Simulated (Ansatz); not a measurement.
## CH7B3O, SMILES BBOCB: a ladder of methods at one geometry

Run with Ansatz 0.2.0, Python API.

`ch7b3o_methods.py`:
```python
"""CH7B3O at several levels of theory."""

from pathlib import Path
import warnings

import ansatz as az
from ase import Atoms
import numpy as np

config = {
    "basis_set": "def2-SVP",
}

warnings.simplefilter("ignore", az.DeckWarning)

atoms = Atoms(["B", "B", "O", "C", "B", "H", "H", "H", "H", "H", "H", "H"], positions=[
    (-2.0563, 1.1529, 0.4691),
    (-1.0875, 0.6589, -0.7359),
    (0.3341, 0.5814, -0.5048),
    (0.7552, -0.7133, -0.0642),
    (2.2474, -0.8192, 0.1741),
    (-3.2637, 1.3014, 0.2458),
    (-1.6467, 1.4865, 1.5229),
    (-1.4792, 0.4144, -1.8084),
    (0.4308, -1.4651, -0.7953),
    (0.1735, -0.9685, 0.9236),
    (2.6505, -1.0841, 1.2849),
    (3.0188, -0.6005, -0.6777),
])
geometry = az.Crystal.molecule_from_ase(atoms)

calculation = geometry.calculation().basis(gaussian=config["basis_set"])

print("functional    E (Ha)        dipole (D)   HOMO (eV)  LUMO (eV)")
for name in ["lda", "blyp", "revpbe", "hf", "hse06"]:
    rep = calculation.functional(name).forces().orbitals().run(threads=1, backend="cpu", runs_dir="runs").report
    lines = Path(rep["orbitals_path"]).read_text().splitlines()
    field_of = lambda key: [line.split("=")[1].strip() for line in lines if line.startswith(key)]
    orbitals = [(27.211386 * float(e), s, float(n)) for e, s, n in zip(field_of("Ene="), field_of("Spin="), field_of("Occup="))]
    homo = max(e for e, _, n in orbitals if n > 0.5)
    lumo = min(e for e, _, n in orbitals if n < 0.5)
    dipole = 4.803205 * np.linalg.norm(rep["charge_distribution"]["dipole_moment_e_ang"])
    print(f"{name:10s} {rep['free_energy_ev'] / 27.211386246:14.6f} {dipole:9.3f} {homo:11.3f} {lumo:10.3f}")
```

```console
$ python ch7b3o_methods.py
functional    E (Ha)        dipole (D)   HOMO (eV)  LUMO (eV)
lda           -190.005519     1.345      -5.767     -4.764
blyp          -191.740519     1.278      -5.547     -4.242
revpbe        -191.767585     1.289      -5.621     -4.340
hf            -190.626111     1.591     -10.880      0.444
hse06         -191.575529     1.402      -6.747     -3.808
```

Reading the output:
- Total energies depend on the basis set; only differences at equal settings carry meaning.
- The geometry is a force-field or estimated start, not a minimum of this method, and the basis set is short of its limit. A lower total doesn't mark the better method: functionals have no common bound, and MP2 and coupled cluster aren't variational.
- Levels such as HOMO and LUMO are orbital energies: with these approximate functionals they aren't the ionisation energy and electron affinity, and their gap isn't the fundamental gap.
- hse06 follows the composition of plane-wave codes, whose totals differ by tens of mHa, up to about 0.1 Ha, from the form usual in Gaussian-basis programs (wpbeh).
- Wall time of the script: 11 s on 1 thread of AMD EPYC 9B14 (Zen 4), on a shared host, peak memory 0.28 GiB.
